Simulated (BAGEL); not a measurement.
**A workflow on C3H9ClSi (chlorotrimethylsilane)**

Aim: the energy (HF/cc-pVDZ), then the energy (NEVPT2(2,2)/cc-pVDZ) of C3H9ClSi (chlorotrimethylsilane). 

Program for the calculation: BAGEL 1.2.2.

## (1) The molecule

The species is C3H9ClSi (14 atoms), meant as a singlet with charge 0. SMILES: `C[Si](C)(C)Cl`. The C4–H13 distance was set to 1.475 Å, away from the relaxed value.

Bond lengths: C1–Si2 1.862 Å, Si2–C3 1.862 Å, Si2–C4 1.862 Å, Si2–Cl5 2.080 Å, C1–H6 1.092 Å, C1–H7 1.094 Å, C1–H8 1.092 Å, C3–H9 1.092 Å, C3–H10 1.092 Å, C3–H11 1.094 Å, C4–H12 1.094 Å, C4–H14 1.092 Å. Some angles: C1–Si2–C3 111.5°, C1–Si2–C4 111.5°, C1–Si2–Cl5 107.3°, C3–Si2–C4 111.5°, C3–Si2–Cl5 107.3°, C4–Si2–Cl5 107.3°, Si2–C1–H6 110.9°, Si2–C1–H7 110.4°, Si2–C1–H8 110.9°, Si2–C3–H9 110.9°. A long bond or contact: C4–H13 1.475 Å.

## (2) The energy at HF/cc-pVDZ (density fitting with svp-jkfit) (run 1)

File calc.json:

```json
{ "bagel": [

{
  "title": "molecule",
  "basis": "cc-pvdz.json",
  "df_basis": "svp-jkfit",
  "angstrom": true,
  "geometry": [
    { "atom": "C", "xyz": [   -2.044926,    0.599467,    0.327186 ] },
    { "atom": "Si", "xyz": [   -0.256666,    0.348547,   -0.127944 ] },
    { "atom": "C", "xyz": [    0.841784,    0.376627,    1.375576 ] },
    { "atom": "C", "xyz": [   -0.015946,   -1.208093,   -1.121354 ] },
    { "atom": "Cl", "xyz": [    0.305044,    1.946247,   -1.334904 ] },
    { "atom": "H", "xyz": [   -2.181566,    1.537547,    0.869666 ] },
    { "atom": "H", "xyz": [   -2.394896,   -0.217593,    0.965006 ] },
    { "atom": "H", "xyz": [   -2.674266,    0.628637,   -0.565024 ] },
    { "atom": "H", "xyz": [    0.727424,    1.313717,    1.924876 ] },
    { "atom": "H", "xyz": [    1.892004,    0.274617,    1.093466 ] },
    { "atom": "H", "xyz": [    0.587964,   -0.447013,    2.049426 ] },
    { "atom": "H", "xyz": [   -0.297236,   -2.085193,   -0.531054 ] },
    { "atom": "H", "xyz": [    1.393020,   -1.360400,   -1.528500 ] },
    { "atom": "H", "xyz": [   -0.630446,   -1.193783,   -2.024214 ] }
  ]
},
{
  "title": "hf"
},
{
  "title": "print",
  "file": "orbitals.molden",
  "orbitals": true
}

]}
```

The basis set cc-pVDZ is read from a file made from the Basis Set Exchange's data (not shown).

Started as:

```
$ BAGEL_NUM_THREADS=1 BAGEL calc.json > calc.out
```

The log of the run:

```text
* using 1 threads per process

  ===============================================================
  ===============================================================

  *** Geometry ***

  { "atom" : "C", "xyz" : [     -3.864350,      1.132828,      0.618292 ] },
  { "atom" : "Si", "xyz" : [     -0.485028,      0.658658,     -0.241779 ] },
  { "atom" : "C", "xyz" : [      1.590741,      0.711722,      2.599462 ] },
  { "atom" : "C", "xyz" : [     -0.030134,     -2.282965,     -2.119052 ] },
  { "atom" : "Cl", "xyz" : [      0.576450,      3.677874,     -2.522603 ] },
  { "atom" : "H", "xyz" : [     -4.122562,      2.905543,      1.643431 ] },
  { "atom" : "H", "xyz" : [     -4.525698,     -0.411191,      1.823597 ] },
  { "atom" : "H", "xyz" : [     -5.053630,      1.187952,     -1.067741 ] },
  { "atom" : "H", "xyz" : [      1.374632,      2.482565,      3.637488 ] },
  { "atom" : "H", "xyz" : [      3.575369,      0.518951,      2.066351 ] },
  { "atom" : "H", "xyz" : [      1.111091,     -0.844732,      3.872854 ] },
  { "atom" : "H", "xyz" : [     -0.561695,     -3.940444,     -1.003547 ] },
  { "atom" : "H", "xyz" : [      2.632426,     -2.570783,     -2.888446 ] },
  { "atom" : "H", "xyz" : [     -1.191370,     -2.255923,     -3.825210 ] },

  Number of auxiliary basis functions:      643

  Since a DF basis is specified, we compute 2- and 3-index integrals:
    o Being stored without compression. Storage requirement is 0.078 GB

  Number of basis functions:      123
  Number of electrons      :       58

    * METHOD: MOLECULE                             0.58

  *** RHF ***

  === Nuclear Repulsion ===
   298.7087931658

      * DIIS with orbital gradients will be used.

  === RHF iteration (cc-pvdz.json) ===
      0       -867.08578603          0.01235856           0.22
      1       -867.28962436          0.00523017           0.21
      2       -867.32257657          0.00126273           0.20
      3       -867.32497585          0.00021167           0.20
      4       -867.32506359          0.00004919           0.20
      5       -867.32506885          0.00001199           0.21
      6       -867.32506925          0.00000448           0.20
      7       -867.32506931          0.00000122           0.20
      8       -867.32506931          0.00000040           0.21
      9       -867.32506931          0.00000010           0.21
     10       -867.32506931          0.00000004           0.22
     11       -867.32506931          0.00000001           0.21
     12       -867.32506931          0.00000000           0.21
    * SCF iteration converged.

    * Permanent dipole moment:
           (    0.408217,     0.716025,    -0.623717) a.u.

    * METHOD: HF                                   3.13

    * METHOD: PRINT                                0.04

  ===============================================================
```

Run time: 3.9 s. Hardware: 1 thread of Arm Neoverse V1, shared host; peak memory 0.24 GiB.

## (3) A single-point energy at NEVPT2(2,2)/cc-pVDZ (density fitting with svp-jkfit) (run 2)

File nevpt2.json:

```json
{ "bagel" : [

{
  "title" : "molecule",
  "basis" : "cc-pvdz.json",
  "df_basis" : "svp-jkfit",
  "angstrom" : "true",
  "geometry" : [
    { "atom" : "C", "xyz" : [      -2.044926,       0.599467,       0.327186 ] },
    { "atom" : "Si", "xyz" : [      -0.256666,       0.348547,      -0.127944 ] },
    { "atom" : "C", "xyz" : [       0.841784,       0.376627,       1.375576 ] },
    { "atom" : "C", "xyz" : [      -0.015946,      -1.208093,      -1.121354 ] },
    { "atom" : "Cl", "xyz" : [       0.305044,       1.946247,      -1.334904 ] },
    { "atom" : "H", "xyz" : [      -2.181566,       1.537547,       0.869666 ] },
    { "atom" : "H", "xyz" : [      -2.394896,      -0.217593,       0.965006 ] },
    { "atom" : "H", "xyz" : [      -2.674266,       0.628637,      -0.565024 ] },
    { "atom" : "H", "xyz" : [       0.727424,       1.313717,       1.924876 ] },
    { "atom" : "H", "xyz" : [       1.892004,       0.274617,       1.093466 ] },
    { "atom" : "H", "xyz" : [       0.587964,      -0.447013,       2.049426 ] },
    { "atom" : "H", "xyz" : [      -0.297236,      -2.085193,      -0.531054 ] },
    { "atom" : "H", "xyz" : [       1.393020,      -1.360400,      -1.528500 ] },
    { "atom" : "H", "xyz" : [      -0.630446,      -1.193783,      -2.024214 ] }
  ]
},

{ "title" : "hf" },

{
  "title" : "nevpt2",
  "nstate" : 1,
  "nact" : 2,
  "nclosed" : 28,
  "nspin" : 0,
  "active" : [27, 30],
  "maxiter" : 200,
  "natocc" : "true",
  "ncore" : 13
},

{ "title" : "print", "file" : "orbitals.molden", "orbitals" : "true" }

]}
```

The basis set cc-pVDZ is read from a file made from the Basis Set Exchange's data (not shown).

Started as:

```
$ BAGEL_NUM_THREADS=1 BAGEL nevpt2.json > nevpt2.out
```

The log of the run:

```text
* using 1 threads per process

  ===============================================================
  ===============================================================

  *** Geometry ***

  { "atom" : "C", "xyz" : [     -3.864350,      1.132828,      0.618292 ] },
  { "atom" : "Si", "xyz" : [     -0.485028,      0.658658,     -0.241779 ] },
  { "atom" : "C", "xyz" : [      1.590741,      0.711722,      2.599462 ] },
  { "atom" : "C", "xyz" : [     -0.030134,     -2.282965,     -2.119052 ] },
  { "atom" : "Cl", "xyz" : [      0.576450,      3.677874,     -2.522603 ] },
  { "atom" : "H", "xyz" : [     -4.122562,      2.905543,      1.643431 ] },
  { "atom" : "H", "xyz" : [     -4.525698,     -0.411191,      1.823597 ] },
  { "atom" : "H", "xyz" : [     -5.053630,      1.187952,     -1.067741 ] },
  { "atom" : "H", "xyz" : [      1.374632,      2.482565,      3.637488 ] },
  { "atom" : "H", "xyz" : [      3.575369,      0.518951,      2.066351 ] },
  { "atom" : "H", "xyz" : [      1.111091,     -0.844732,      3.872854 ] },
  { "atom" : "H", "xyz" : [     -0.561695,     -3.940444,     -1.003547 ] },
  { "atom" : "H", "xyz" : [      2.632426,     -2.570783,     -2.888446 ] },
  { "atom" : "H", "xyz" : [     -1.191370,     -2.255923,     -3.825210 ] },

  Number of auxiliary basis functions:      643

  Since a DF basis is specified, we compute 2- and 3-index integrals:
    o Being stored without compression. Storage requirement is 0.078 GB

  Number of basis functions:      123
  Number of electrons      :       58

    * METHOD: MOLECULE                             0.60

  *** RHF ***

  === Nuclear Repulsion ===
   298.7087931658

      * DIIS with orbital gradients will be used.

  === RHF iteration (cc-pvdz.json) ===
      0       -867.08578603          0.01235856           0.21
      1       -867.28962436          0.00523017           0.23
      2       -867.32257657          0.00126273           0.21
      3       -867.32497585          0.00021167           0.21
      4       -867.32506359          0.00004919           0.22
      5       -867.32506885          0.00001199           0.22
      6       -867.32506925          0.00000448           0.22
      7       -867.32506931          0.00000122           0.22
      8       -867.32506931          0.00000040           0.22
      9       -867.32506931          0.00000010           0.22
     10       -867.32506931          0.00000004           0.23
     11       -867.32506931          0.00000001           0.21
     12       -867.32506931          0.00000000           0.21
    * SCF iteration converged.

    * Permanent dipole moment:
           (    0.408217,     0.716025,    -0.623717) a.u.

    * METHOD: HF                                   3.27

    * freezing 13 orbitals
  ---------------------------
      CASSCF calculation
  ---------------------------

    ==== Active orbitals : =====
         Orbital 27
         Orbital 30
    ============================

    * nstate   :      1
    * nclosed  :     28
    * nact     :      2
    * nvirt    :     93
  === CASSCF iteration (cc-pvdz.json) ===

    * Using the second-order algorithm

      0  0      -867.32554456     8.58e-05      0.05

      1  0      -867.34667034     1.31e-03      0.94

      2  0      -867.35175209     1.72e-04      1.14

      3  0      -867.35187803     4.37e-05      1.17

      4  0      -867.35188044     8.57e-06      1.12

      5  0      -867.35188050     1.93e-06      1.22

      6  0      -867.35188050     4.76e-07      1.19

      7  0      -867.35188050     1.21e-07      1.09

      8  0      -867.35188050     3.10e-08      1.00

      9  0      -867.35188050     7.93e-09      0.94

    * Second-order optimization converged. *

     guess   0:   closed 1.                   open ..

  === FCI iteration ===

      0  0      -867.32431145     8.15e-02      0.00
      1  0      -867.35187943     4.13e-04      0.00
      2  0 *    -867.35188050     3.61e-16      0.00

     * ci vector, state   0, <S^2> = 0.0000
       2.     0.9859913632
       .2    -0.1667963781

  === DF-NEVPT2 calculation ===

    * 3-index integral transformation done
    * assembly done

      NEVPT2 correlation energy:   -0.6514465043      0.59

          (+0)     -0.5967910564
          (+0)'    -0.0156343774
          (+1)     -0.0054440301
          (+1)'    -0.0000000000
          (+2)     -0.0003327064
          (-1)     -0.0262998280
          (-1)'     0.0000000000
          (-2)     -0.0069445060

      NEVPT2 total energy:       -868.0033270068

    * METHOD: NEVPT2                              11.32

    * METHOD: PRINT                                0.04

  ===============================================================
```

It took 16 s on 1 thread of Arm Neoverse V1, shared host; peak memory 0.24 GiB.

## (4) Summary of results

| quantity | value |
| --- | --- |
| run 1, HF/cc-pVDZ: total energy | -867.32507 Eh |
| run 1, HF/cc-pVDZ: dipole moment | 2.63 D |
| run 1, HF/cc-pVDZ: HOMO energy | -11.44 eV |
| run 1, HF/cc-pVDZ: LUMO energy | 3.82 eV |
| run 1, HF/cc-pVDZ: HOMO–LUMO gap | 15.26 eV |
| run 2, NEVPT2(2,2)/cc-pVDZ: total energy | -868.00333 Eh |
